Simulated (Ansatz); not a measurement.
# Tl2SnH4: the cost of one run

Method: DFT PBE, scalar-relativistic, plane waves, PAW, in Ansatz 0.2.0.

1 further run of the same task is left out (it didn't finish).

## 1. The structure to begin with

The structure is hexagonal, space group P-6m2 (No. 187). The conventional cell has a = 3.701 Å, b = 3.701 Å, c = 11.740 Å, α = 90.00°, β = 90.00°, γ = 120.00°. Around Tl (site symmetry 3m) lie 1 H at 2.11 Å. Around Sn (site symmetry -6m2) lie 3 H at 2.14 Å. H (site symmetry 3m) has 1 H at 0.98 Å as nearest neighbours. H (site symmetry -6m2) is surrounded by 2 H at 0.98 Å. H (site symmetry -6m2) is surrounded by 3 Sn at 2.14 Å.

As a file:

```xyz
7
Lattice="3.7008 0.0000 0.0000 -1.8504 3.2050 0.0000 0.0000 0.0000 11.7397" Properties=species:S:1:pos:R:3 pbc="T T T"
Tl    0.0000    0.0000    8.9572
Tl    0.0000    0.0000    2.7826
Sn    0.0000    2.1367    0.0000
H     0.0000    0.0000    4.8918
H     0.0000    0.0000    6.8479
H     0.0000    0.0000    5.8699
H     0.0000    0.0000    0.0000
```

The cell was relaxed beforehand at this level, from a generated guess; it needn't be the stable form of this composition. At a tolerance of 0.05 Å it has space group P-6m2 (No. 187); it has 19.89 Å³/atom, an uncorrected energy of +0.38 eV/atom over the elements.

## 2. Static run: bands, density of states and charges

The input, input.yaml:

```yaml
crystal:
  lattice:
    - [3.7008364392, 0.0, 0.0]
    - [-1.8504182196, 3.2050183716, 0.0]
    - [0.0, 0.0, 11.7397476603]
  atoms:
    - { symbol: Tl, position: [0.0, 0.0, 0.7629777464] }
    - { symbol: Tl, position: [0.0, 0.0, 0.2370222536] }
    - { symbol: Sn, position: [0.3333333333, 0.6666666667, 0.0] }
    - { symbol: H, position: [0.0, 0.0, 0.4166871264] }
    - { symbol: H, position: [0.0, 0.0, 0.5833128736] }
    - { symbol: H, position: [0.0, 0.0, 0.5] }
    - { symbol: H, position: [0.0, 0.0, 0.0] }
basis:
  ecutwfc: 420
kpoints:
  mp_grid: { grid: [12, 12, 4] }
  band_path:
    path:
      - [[0.0, 0.0, 0.0], [0.5, 0.0, 0.0], [0.33333333, 0.33333333, 0.0], [0.0, 0.0, 0.0], [0.0, 0.0, 0.5], [0.5, 0.0, 0.5], [0.33333333, 0.33333333, 0.5], [0.0, 0.0, 0.5]]
      - [[0.5, 0.0, 0.5], [0.5, 0.0, 0.0]]
      - [[0.33333333, 0.33333333, 0.5], [0.33333333, 0.33333333, 0.0]]
    npoints: 14
hamiltonian:
  xc: pbe
scf:
  occupations: { method: gaussian, width: 0.1 }
  n_extra_bands: 17
output:
  forces: true
  stress: true
  eigenvalues: true
  populations: true
  dos: { projected: true, de: 0.02, nscf_kmesh: { grid: [15, 15, 5] } }
  bader: true
  write_density: true
  write_potential: true
  elf: true
  volumetric_format: npy
```

Run with:

```sh
$ ansatz run input.yaml --threads 1 --pin off --max-ram 2560MiB --backend cpu --events-out ev --progress --plain --runs-dir out
```

**Question.** How long does this run take on 1 thread of Arm Neoverse V2, shared host, and how much memory does it need?

About 2.2 min, with a peak of 0.66 GiB.
